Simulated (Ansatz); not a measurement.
# Si3N2H8: small, medium and large basis sets

An exercise on one series of results from a longer session: the logs are not shown, and one member is left open.

Computed with Ansatz 0.2.0, Gaussian basis. Level: one geometry, several basis sets.

Plan: PBE0-D4/def2-SVP; ωB97M-V/def2-SVP; PBE0-D4/def2-QZVPP; ωB97M-V/def2-QZVPP; the functionals' def2-TZVPP values are taken from earlier runs.

## The geometry

The geometry comes from an earlier relaxation with PBE0-D4 in a triple-zeta def2 set; it is a stationary point, not always the lowest conformer.

13 atoms, charge 0, spin multiplicity 1.

Atoms are counted from 1 here; the program's logs count them from 0.

Bond lengths: N1–Si2 1.713 Å, N1–H6 1.008 Å, N1–H7 1.010 Å, Si2–N3 1.755 Å, N3–Si4 1.744 Å, N3–Si5 1.740 Å, Si4–H8 1.488 Å, Si4–H9 1.485 Å, Si4–H10 1.487 Å, Si5–H11 1.489 Å, Si5–H12 1.486 Å, Si5–H13 1.487 Å. Angles: Si2–N1–H6 118.5°, Si2–N1–H7 130.0°, H6–N1–H7 111.4°, N1–Si2–N3 102.0°, Si2–N3–Si4 117.3°, Si2–N3–Si5 125.7°, Si4–N3–Si5 117.0°, N3–Si4–H8 110.6°, N3–Si4–H9 108.1°, N3–Si4–H10 110.9°, H8–Si4–H9 109.7°, H8–Si4–H10 107.9°, H9–Si4–H10 109.6°, N3–Si5–H11 111.1°, N3–Si5–H12 111.5°, N3–Si5–H13 108.8°, H11–Si5–H12 107.8°, H11–Si5–H13 108.6° and more.

Set-up of the first run:

The input, in.yaml:

```yaml
crystal:
  periodic: [false, false, false]
  atoms:
    - {symbol: N, position_ang: [-1.322586, 1.647059, -1.303816]}
    - {symbol: Si, position_ang: [-0.748149, 1.644910, 0.310217]}
    - {symbol: N, position_ang: [0.100347, 0.111391, 0.392409]}
    - {symbol: Si, position_ang: [0.952175, -0.252608, 1.870336]}
    - {symbol: Si, position_ang: [0.108899, -1.111780, -0.845473]}
    - {symbol: H, position_ang: [-1.881737, 2.426367, -1.614209]}
    - {symbol: H, position_ang: [-1.141856, 0.999818, -2.057516]}
    - {symbol: H, position_ang: [0.466691, -1.532789, 2.452017]}
    - {symbol: H, position_ang: [0.710285, 0.856194, 2.827410]}
    - {symbol: H, position_ang: [2.412127, -0.387792, 1.622589]}
    - {symbol: H, position_ang: [0.510145, -0.539521, -2.159941]}
    - {symbol: H, position_ang: [-1.232904, -1.729626, -1.009338]}
    - {symbol: H, position_ang: [1.087064, -2.166424, -0.469984]}
basis:
  gaussian: {orbitals: def2-SVP}
hamiltonian: {xc: pbe0, dispersion: d4}
output: {orbitals: {seedname: orbitals}}
```

The run is started by

```bash
$ ansatz run in.yaml --threads 4 --pin off --events-out ev --progress --plain --max-ram 10444MiB
```

Steps of the session up to this table: PBE0-D4 in def2-SVP; ωB97M-V in def2-SVP; PBE0-D4 in def2-QZVPP; ωB97M-V in def2-QZVPP.

One of the session's tables, all rows but one given; the rest of the session is left out.

```
functional       basis  HOMO (eV)
   PBE0-D4    def2-SVP      -6.50
   PBE0-D4  def2-TZVPP      -6.61
   PBE0-D4  def2-QZVPP      -6.64
   ωB97M-V    def2-SVP          ?
   ωB97M-V  def2-TZVPP      -8.75
   ωB97M-V  def2-QZVPP      -8.78
```

Q: Estimate the row for ωB97M-V, def2-SVP from the others.

The run gave: HOMO (eV): -8.59. In the column «HOMO (eV)» it lies between ωB97M-V, def2-TZVPP (-8.75) and PBE0-D4, def2-QZVPP (-6.64).
